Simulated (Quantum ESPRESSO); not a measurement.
The system is Cu.

```
CELL_PARAMETERS angstrom
-1.64000 1.64000 1.00000
1.64000 -1.64000 1.00000
1.64000 1.64000 -1.00000
ATOMIC_POSITIONS crystal
Cu 0.00000 0.00000 0.00000
```

The cell was built by a generator and needn't be a form met in nature.

Base run:

| Item | Value |
| --- | --- |
| Program | Quantum ESPRESSO 7.5 |
| Functional | LDA |
| Potentials or basis | GBRV 1.5 LDA |
| Cutoff | 762 eV |
| Density cutoff | 6095 eV |
| k mesh | 16 × 16 × 20 |
| Occupations | methfessel-paxton, width 0.1 eV |
| Spin | no spin polarisation |

Its results: band gap on the k mesh none (metal or under the smearing width); pressure 37.4 GPa.

The run is repeated on the same cell with these changes: functional from LDA to PBEsol; potentials or basis from GBRV 1.5 LDA to GBRV 1.5 PBEsol. What comes out?

Band gap on the k mesh none (metal or under the smearing width); pressure 44.9 GPa.

Caveats: a pressure of tens of GPa on the cell as given is suspect, and the run, the potentials or the cell itself is likely at fault.
